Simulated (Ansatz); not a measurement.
**CClFGeN radical: up Jacob's ladder to CCSD(T)**

One table from this session's results is given with a row withheld; the runs are named, their logs left out.

Program: Ansatz 0.2.0, Gaussian basis. Level of theory: functionals in def2-TZVPP, the program's frozen cores in correlated methods. These are calculated values, not measurements.

Levels to be run: LDA (SPW92), PBE-D4, revPBE-D4, BLYP-D4, r2SCAN-D4, B97M-V, PBE0-D4, B3LYP-D4, r2SCANh-D4, r2SCAN0-D4, HSE06-D4, BHLYP-D4, CAM-B3LYP-D4, LC-ωPBE, ωB97X-V, ωB97M-V, B2PLYP, PBE-QIDH; CCSD(T)/def2-SVP; CCSD(T)/def2-TZVPP; MP2/def2-QZVPP; extrapolation to the limit; RPA on PBE.

### Structure used throughout

The geometry comes from an earlier relaxation with PBE0-D4 in a triple-zeta def2 set; it is a stationary point.

SMILES `N#[C][Ge]([F])[Cl]`, 5 atoms, charge 0, spin multiplicity 2.

Atoms are counted from 1 here; the program's logs count them from 0.

Bond lengths: N1–C2 1.153 Å, C2–Ge3 1.929 Å, Ge3–F4 1.725 Å, Ge3–Cl5 2.128 Å. Angles: N1–C2–Ge3 173.2°, C2–Ge3–F4 104.9°, C2–Ge3–Cl5 108.6°, F4–Ge3–Cl5 108.1°.

The first run:

in.yaml

```yaml
crystal:
  periodic: [false, false, false]
  atoms:
    - {symbol: N, position_ang: [1.169831, -1.332914, 1.556967]}
    - {symbol: C, position_ang: [0.647723, -0.754991, 0.707349]}
    - {symbol: Ge, position_ang: [-0.063156, 0.127159, -0.853433]}
    - {symbol: F, position_ang: [-1.722132, -0.342972, -0.913373]}
    - {symbol: Cl, position_ang: [0.017534, 2.230120, -0.539009]}
basis:
  gaussian: {orbitals: def2-TZVPP}
magnetization: {spin_polarized: true, initial_magnetization: 1}
hamiltonian: {xc: lda}
output: {orbitals: {seedname: orbitals}}
```

Steps of the session up to this table: LDA; PBE-D4 (GGA); revPBE-D4 (GGA); BLYP-D4 (GGA); r2SCAN-D4 (meta-GGA); B97M-V (meta-GGA); PBE0-D4 (hybrid); B3LYP-D4 (hybrid); r2SCANh-D4 (hybrid); r2SCAN0-D4 (hybrid); HSE06-D4 (hybrid); BHLYP-D4 (hybrid); CAM-B3LYP-D4 (range-separated); LC-ωPBE-D4 (range-separated; the results give it without D4); ωB97X-V (range-separated); ωB97M-V (range-separated); B2PLYP (double hybrid); PBE-QIDH (double hybrid).

One table of the session follows, with a row left open; its other results are not shown here.

It belongs to the step «Orbital energies across the functionals». 

| functional | HOMO (eV) | LUMO (eV) | gap (eV) |
| --- | --- | --- | --- |
| LDA (SPW92) | ? | ? | ? |
| PBE-D4 | -6.91 | -5.71 | 1.19 |
| revPBE-D4 | -6.86 | -5.55 | 1.31 |
| BLYP-D4 | -6.74 | -5.76 | 0.98 |
| r2SCAN-D4 | -7.37 | -5.41 | 1.96 |
| B97M-V | -7.18 | -5.80 | 1.38 |
| PBE0-D4 | -8.23 | -4.84 | 3.39 |
| B3LYP-D4 | -7.95 | -5.27 | 2.69 |
| r2SCANh-D4 | -7.85 | -5.09 | 2.76 |
| r2SCAN0-D4 | -8.56 | -4.62 | 3.95 |
| HSE06-D4 | -7.83 | -5.22 | 2.62 |
| BHLYP-D4 | -9.37 | -4.07 | 5.31 |
| CAM-B3LYP-D4 | -9.52 | -3.98 | 5.54 |
| LC-ωPBE | -10.92 | -2.50 | 8.42 |
| ωB97X-V | -10.41 | -2.92 | 7.49 |
| ωB97M-V | -10.26 | -3.00 | 7.26 |

Q: Estimate the row for LDA (SPW92) from the others.

**Answer.** HOMO (eV): -7.01; LUMO (eV): -6.13; gap (eV): 0.88. In the column «HOMO (eV)» it lies between B97M-V (-7.18) and PBE-D4 (-6.91).
